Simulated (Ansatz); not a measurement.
**BH10NSi3: up Jacob's ladder to CCSD(T)**

An exercise on one series of results from a longer session: the logs are not shown, and one member is left open.

Method: functionals in def2-TZVPP, the program's frozen cores in correlated methods; program: Ansatz 0.2.0, Gaussian basis.

The runs, in order: LDA (SPW92), PBE-D4, revPBE-D4, BLYP-D4, r2SCAN-D4, B97M-V, PBE0-D4, B3LYP-D4, r2SCANh-D4, r2SCAN0-D4, HSE06-D4, BHLYP-D4, CAM-B3LYP-D4, LC-ωPBE, ωB97X-V, ωB97M-V, B2PLYP, PBE-QIDH; CCSD(T)/def2-SVP; CCSD(T)/def2-TZVPP; MP2/def2-QZVPP; extrapolation to the limit; RPA on PBE.

## The geometry

An earlier PBE0-D4 in a triple-zeta def2 set relaxation fixed the geometry.

SMILES `BN([SiH3])[SiH2][SiH3]`, 15 atoms, charge 0, spin multiplicity 1.

Atoms are counted from 1 here; the program's logs count them from 0.

Bond lengths: B1–N2 1.406 Å, B1–H6 1.200 Å, B1–H7 1.201 Å, N2–Si3 1.756 Å, N2–Si4 1.761 Å, Si3–H8 1.487 Å, Si3–H9 1.486 Å, Si3–H10 1.481 Å, Si4–Si5 2.339 Å, Si4–H11 1.490 Å, Si4–H12 1.491 Å, Si5–H13 1.490 Å, Si5–H14 1.486 Å, Si5–H15 1.486 Å. Angles: N2–B1–H6 120.0°, N2–B1–H7 120.1°, H6–B1–H7 120.0°, B1–N2–Si3 119.9°, B1–N2–Si4 121.6°, Si3–N2–Si4 118.5°, N2–Si3–H8 108.0°, N2–Si3–H9 110.5°, N2–Si3–H10 109.6°, H8–Si3–H9 108.4°, H8–Si3–H10 110.3°, H9–Si3–H10 109.9°, N2–Si4–Si5 112.1°, N2–Si4–H11 109.4°, N2–Si4–H12 107.7°, Si5–Si4–H11 110.7°, Si5–Si4–H12 110.1°, H11–Si4–H12 106.6° and more.

Set-up of the first run:

Contents of in.yaml:

```yaml
crystal:
  periodic: [false, false, false]
  atoms:
    - {symbol: B, position_ang: [0.245933, 1.109227, 1.227197]}
    - {symbol: N, position_ang: [-0.345644, -0.065459, 0.728969]}
    - {symbol: Si, position_ang: [-1.159947, -1.168400, 1.826894]}
    - {symbol: Si, position_ang: [-0.257088, -0.491097, -0.977897]}
    - {symbol: Si, position_ang: [1.290422, 0.826154, -2.135271]}
    - {symbol: H, position_ang: [0.162554, 1.374166, 2.394292]}
    - {symbol: H, position_ang: [0.834728, 1.847859, 0.484960]}
    - {symbol: H, position_ang: [-2.259440, -1.833867, 1.079719]}
    - {symbol: H, position_ang: [-0.219039, -2.213227, 2.306460]}
    - {symbol: H, position_ang: [-1.703968, -0.412067, 2.978519]}
    - {symbol: H, position_ang: [-1.610961, -0.371130, -1.587723]}
    - {symbol: H, position_ang: [0.125306, -1.929690, -1.068366]}
    - {symbol: H, position_ang: [1.405337, 0.267335, -3.511322]}
    - {symbol: H, position_ang: [0.845510, 2.240058, -2.234442]}
    - {symbol: H, position_ang: [2.624599, 0.769536, -1.482588]}
basis:
  gaussian: {orbitals: def2-TZVPP}
hamiltonian: {xc: lda}
output: {orbitals: {seedname: orbitals}}
```

The run is started by

```
ansatz run in.yaml --threads 4 --pin off --events-out ev --progress --plain --max-ram 11315MiB
```

Steps of the session up to this table: LDA; PBE-D4 (GGA); revPBE-D4 (GGA); BLYP-D4 (GGA); r2SCAN-D4 (meta-GGA); B97M-V (meta-GGA); PBE0-D4 (hybrid); B3LYP-D4 (hybrid); r2SCANh-D4 (hybrid); r2SCAN0-D4 (hybrid); HSE06-D4 (hybrid); BHLYP-D4 (hybrid); CAM-B3LYP-D4 (range-separated); LC-ωPBE (range-separated); ωB97X-V (range-separated); ωB97M-V (range-separated); B2PLYP (double hybrid); PBE-QIDH (double hybrid).

One table of the session follows, with a row left open; its other results are not shown here.

It belongs to the step «Orbital energies across the functionals». 

```
  functional  HOMO (eV)  gap (eV)
 LDA (SPW92)      -7.21      5.35
      PBE-D4      -7.13      5.53
   revPBE-D4      -7.09      5.59
     BLYP-D4      -7.00      5.55
   r2SCAN-D4      -7.39      6.12
      B97M-V      -7.53      6.09
     PBE0-D4      -8.27      7.64
    B3LYP-D4      -8.07      7.22
  r2SCANh-D4      -7.81      6.88
  r2SCAN0-D4      -8.44      8.00
    HSE06-D4      -7.88      6.86
    BHLYP-D4      -9.32      9.67
CAM-B3LYP-D4      -9.57     10.00
     LC-ωPBE     -10.89     12.49
     ωB97X-V          ?         ?
     ωB97M-V     -10.35     11.54
```

Estimate the missing values for ωB97X-V.

The run gave: HOMO (eV): -10.57; gap (eV): 12.04. In the column «HOMO (eV)» it lies between LC-ωPBE (-10.89) and ωB97M-V (-10.35).
